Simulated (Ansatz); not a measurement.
# Y12C: the cost of one run

Program: Ansatz 0.2.0. Level of theory: DFT PBE, plane waves, PAW, scalar-relativistic, no spin polarisation. These are calculated values, not measurements.

## Step 1: The starting structure

The cell holds 13 atoms (CY12): a = 7.300 Å, b = 7.300 Å, c = 17.734 Å, α = 90.00°, β = 90.00°, γ = 60.00°.

Coordinates:

```
Y C
1.0
     7.30000    0.00000    0.00000
     3.65000    6.32198    0.00000
     0.00000    0.00000   17.73415
Y C
12 1
Cartesian
  0.0000 0.0000 1.0000
  3.6500 0.0000 1.0000
  1.8250 3.1610 1.0000
  5.4750 3.1610 1.0000
  0.0000 2.1073 3.8671
  3.6500 2.1073 3.8671
  1.8250 5.2683 3.8671
  5.4750 5.2683 3.8671
  0.0000 0.0000 6.7341
  3.6500 0.0000 6.7341
  1.8250 3.1610 6.7341
  5.4750 3.1610 6.7341
  3.6336 4.2582 8.5241
```

## Step 2: Relaxing end A

input.yaml reads:

```yaml
crystal:
  lattice:
    - [7.3, 0.0, 0.0]
    - [3.65, 6.321985, 0.0]
    - [0.0, 0.0, 17.73415]
  atoms:
    - { symbol: "Y", position: [0.0, 0.0, 0.0563884] }
    - { symbol: "Y", position: [0.5, 0.0, 0.0563884] }
    - { symbol: "Y", position: [0.0, 0.5, 0.0563884] }
    - { symbol: "Y", position: [0.5, 0.5, 0.0563884] }
    - { symbol: "Y", position: [-0.1666667, 0.3333333, 0.2180581] }
    - { symbol: "Y", position: [0.3333333, 0.3333333, 0.2180581] }
    - { symbol: "Y", position: [-0.1666667, 0.8333333, 0.2180581] }
    - { symbol: "Y", position: [0.3333333, 0.8333333, 0.2180581] }
    - { symbol: "Y", position: [0.0, 0.0, 0.3797278] }
    - { symbol: "Y", position: [0.5, 0.0, 0.3797278] }
    - { symbol: "Y", position: [0.0, 0.5, 0.3797278] }
    - { symbol: "Y", position: [0.5, 0.5, 0.3797278] }
    - { symbol: C, position: [0.1609804, 0.6735536, 0.480663] }
basis:
  ecutwfc: 420.0
kpoints:
  mp_grid: { grid: [3, 3, 1] }
hamiltonian:
  xc: pbe
scf:
  occupations: { method: fermi_dirac, width: 0.05 }
  lower_state_search: "off"
relax:
  f_tol: 0.03
  max_steps: 60
  adjacent_minimum: "off"
  constraints: [{ sites: [0, 1, 2, 3] }]
```

On the command line:

```sh
ansatz run input.yaml --threads 4 --pin off --max-ram 10240MiB --backend cpu --events-out ev --progress --plain --runs-dir out
```

**Question.** How long does this run take on 4 threads of Intel Xeon 6975P-C (Granite Rapids), shared host, and how much memory does it need?

About 85 s, with a peak of 1.6 GiB.
